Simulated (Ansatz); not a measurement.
# AlClF2 (SMILES [F][Al]([F])[Cl]): levels of theory compared

Aim: a comparison of 6 runs (BHLYP/STO-3G, PBE0/STO-3G, r2SCAN/STO-3G, wB97X/STO-3G, UMP2/STO-3G, CCSDT/STO-3G) of AlClF2. 

Program for the calculation: Ansatz 0.2.0.

53 further runs of the same task are left out: 4 that didn't finish, 49 set aside as unsound or not needed.

### Step 1. The system as given

AlClF2 has 4 atoms, charge 0, and is taken as a singlet. As SMILES, `[F][Al]([F])[Cl]`. The Cl4–Al2 distance was set to 5.152 Å, away from the relaxed value. At this shape a bond of the SMILES string is far longer than usual.

Bond lengths: F1–Al2 1.631 Å, Al2–F3 1.631 Å. Angles: F1–Al2–F3 119.0°.

### Step 2. The energy at BHLYP/STO-3G (run 1)

File in.yaml:

```yaml
crystal:
  periodic: [false, false, false]
  atoms:
    - {symbol: F, position_ang: [3.111112, -0.828596, 2.787852]}
    - {symbol: Al, position_ang: [2.183192, -1.601106, 1.691782]}
    - {symbol: F, position_ang: [2.387402, -3.204176, 1.473552]}
    - {symbol: Cl, position_ang: [-1.339980, 0.982810, -1.038560]}
basis:
  gaussian:
    orbitals: STO-3G
hamiltonian:
  xc: {name: BHLYP}
accuracy: high
```

On the command line:

```sh
$ ansatz run in.yaml --threads 1 --pin off --max-ram 3480MiB --events-out events.jsonl --progress --plain --runs-dir runs
```

Output:

```text
Warning: RAYON_NUM_THREADS=1 ignored (pool sized by the plan → 1); use --threads N
Functional definition: BHLYP
  name "BHLYP"
  parameter a = 0.5
  exchange = (1 - a)*b88_x + a*exact_x
  correlation = lyp_c
467 factors; integrals over basis functions are off by at most 2.8e-8 eV
mean field evaluation 1: about -24249.6718 eV, gradient 3.0e1 eV
mean field evaluation 2: about -24137.4422 eV, gradient 3.2e1 eV
mean field evaluation 4: about -24253.4648 eV, gradient 5.3e0 eV
mean field evaluation 8: about -24253.4650 eV, gradient 5.3e0 eV
mean field evaluation 16: about -24255.1781 eV, gradient 1.1e-7 eV
mean field evaluation 32: about -24255.1776 eV, gradient 3.8e-2 eV
mean field -24255.17812956 eV, -891.3613555110 hartree, gradient 2.7e-8 eV, S^2 0.000000; 4 other end points of the search recorded, 0 dependent functions left out
reference -24255.17815134 eV, -891.3613563115 hartree; 24, 24 occupied and 4, 4 virtual orbitals, 467 factors
Total energy: -24255.17815134 eV, -891.3613563115 hartree
```

Wall time 2.6 s (1 thread of Arm Neoverse V2, shared host); peak memory 0.11 GiB.

### Step 3. The energy at PBE0/STO-3G (run 2)

File molecule.yaml:

```yaml
crystal:
  periodic: [false, false, false]
  atoms:
    - symbol: F
      position_ang: [3.111112, -0.828596, 2.787852]
    - symbol: Al
      position_ang: [2.183192, -1.601106, 1.691782]
    - symbol: F
      position_ang: [2.387402, -3.204176, 1.473552]
    - symbol: Cl
      position_ang: [-1.339980, 0.982810, -1.038560]
basis:
  gaussian:
    orbitals: STO-3G
hamiltonian:
  xc: pbe0
accuracy: high
```

On the command line:

```sh
$ ansatz run molecule.yaml --threads 1 --pin off --max-ram 3480MiB --events-out events.jsonl --progress --plain --runs-dir runs
```

Output:

```text
Warning: RAYON_NUM_THREADS=1 ignored (pool sized by the plan → 1); use --threads N
Functional definition: PBE0
  name "PBE0"
  parameter a = 0.25
  parameter kappa = 0.804
  parameter beta = 0.06672455060314922
  exchange = (1 - a)*pbe_x(kappa = kappa, mu = beta*pi^2/3) + a*exact_x
  correlation = pbe_c(beta = beta)
467 factors; integrals over basis functions are off by at most 2.8e-8 eV
mean field evaluation 1: about -24239.6981 eV, gradient 2.9e1 eV
mean field evaluation 2: about -24125.3420 eV, gradient 3.6e1 eV
mean field evaluation 4: about -24243.2612 eV, gradient 4.6e0 eV
mean field evaluation 8: about -24243.2611 eV, gradient 4.6e0 eV
mean field evaluation 16: about -24245.5566 eV, gradient 3.4e-7 eV
mean field evaluation 32: about -24245.5556 eV, gradient 1.6e-1 eV
mean field -24245.55661403 eV, -891.0077713372 hartree, gradient 5.2e-8 eV, S^2 0.000000; 4 other end points of the search recorded, 0 dependent functions left out
reference -24245.55661555 eV, -891.0077713931 hartree; 24, 24 occupied and 4, 4 virtual orbitals, 467 factors
Total energy: -24245.55661555 eV, -891.0077713931 hartree
```

It took 3.9 s on 1 thread of Arm Neoverse V2, shared host; peak memory 0.11 GiB.

Runs 3 to 4 aren't shown in full; the table further down has their settings and results.

### Step 4. A single-point energy at UMP2/STO-3G (run 5)

File molecule.yaml:

```yaml
crystal:
  periodic: [false, false, false]
  atoms:
    - {symbol: F, position_ang: [3.111112, -0.828596, 2.787852]}
    - {symbol: Al, position_ang: [2.183192, -1.601106, 1.691782]}
    - {symbol: F, position_ang: [2.387402, -3.204176, 1.473552]}
    - {symbol: Cl, position_ang: [-1.339980, 0.982810, -1.038560]}
basis:
  gaussian:
    orbitals: STO-3G
magnetization:
  spin_polarized: true
correlation:
  method: mp2
  frozen_orbitals: {Al: 5, Cl: 5, F: 1}
accuracy: high
```

On the command line:

```sh
$ ansatz run molecule.yaml --threads 1 --pin off --max-ram 3480MiB --events-out events.jsonl --progress --plain --runs-dir runs
```

Output, cut to the lines that bear on the results:

```text
Warning: RAYON_NUM_THREADS=1 ignored (pool sized by the plan → 1); use --threads N
Functional definition: HF
  name "HF"
[...]
467 factors; integrals over basis functions are off by at most 2.8e-8 eV
[...]
mean field -24208.50533078 eV, -889.6461617918 hartree, gradient 2.6e-8 eV, S^2 1.007628; 12 other end points of the search recorded, 0 dependent functions left out
12 core orbitals not correlated: weight in the atoms' cores, before any rotation towards them, 1.000 or more for the frozen orbitals, at most 0.000 for the correlated occupied ones
reference -24208.50533078 eV, -889.6461617918 hartree; 12, 12 occupied and 4, 4 virtual orbitals, 467 factors
second order -1.35669436 eV of doubles, -0.00000000 eV of singles
Total energy: -24209.86202514 eV, -889.6960193899 hartree
```

It took 0.99 s on 1 thread of Arm Neoverse V2, shared host.

### Step 5. The energy at CCSDT/STO-3G (run 6)

File run.yaml:

```yaml
crystal:
  periodic: [false, false, false]
  atoms:
    - {symbol: F, position_ang: [3.111112, -0.828596, 2.787852]}
    - {symbol: Al, position_ang: [2.183192, -1.601106, 1.691782]}
    - {symbol: F, position_ang: [2.387402, -3.204176, 1.473552]}
    - {symbol: Cl, position_ang: [-1.339980, 0.982810, -1.038560]}
basis:
  gaussian:
    orbitals: STO-3G
scf:
  omitted_lower_state_checks: [cluster_reference, increment]
correlation:
  method: ccsdt
  frozen_orbitals: {Al: 5, Cl: 5, F: 1}
accuracy: high
```

On the command line:

```sh
$ ansatz run run.yaml --threads 1 --pin off --max-ram 3480MiB --events-out events.jsonl --progress --plain --runs-dir runs
```

Output:

```text
Warning: RAYON_NUM_THREADS=1 ignored (pool sized by the plan → 1); use --threads N
[... 14 lines left out ...]
12 core orbitals not correlated: weight in the atoms' cores, before any rotation towards them, 1.000 or more for the frozen orbitals, at most 0.000 for the correlated occupied ones
[... 131 lines left out ...]
WARN: these amplitudes may be one of several solutions (largest doubles amplitude 1.90, level shift 4.93 eV)
Total energy: -24210.27164413 eV, -889.7110726101 hartree
Checks for a lower state left out: cluster_reference, increment
```

Wall time 1.7 s (1 thread of Arm Neoverse V2, shared host).

### Step 6. The series

```csv
run,level,frozen core orbitals,energy (Eh),wall time
1,BHLYP/STO-3G,–,-891.361356,2.6 s
2,PBE0/STO-3G,–,-891.007771,3.9 s
3,r2SCAN/STO-3G,–,-891.354163,47 s
4,wB97X/STO-3G,–,-891.353220,17 s
5,UMP2/STO-3G,12,-889.696019,0.99 s
6,CCSDT/STO-3G,12,-889.711073,1.7 s
```

### Step 7. What came out

| quantity | value |
| --- | --- |
| run 6: total energy | -889.71107 Eh |
| run 6: correlation energy (12 core orbitals frozen) | -168.1 mEh |
| run 6: T1 diagnostic | 0.198 |

In words: Totals of different functionals can't be ranked against each other. In run 6 the log says that unrestricted orbitals would lower the reference, so the values rest on an unstable closed-shell determinant (other closed-shell runs at this shape may share the fault). In runs 1, 2, 3, 4, 5, 6 the basis is minimal, so the values are rough. Spin contamination of the reference: run 5 ⟨S²⟩ = 1.01. Where it is this large, the reference is a mixture of spin states, and values that rest on it are in doubt. All runs together took 72 s, the longest 47 s.
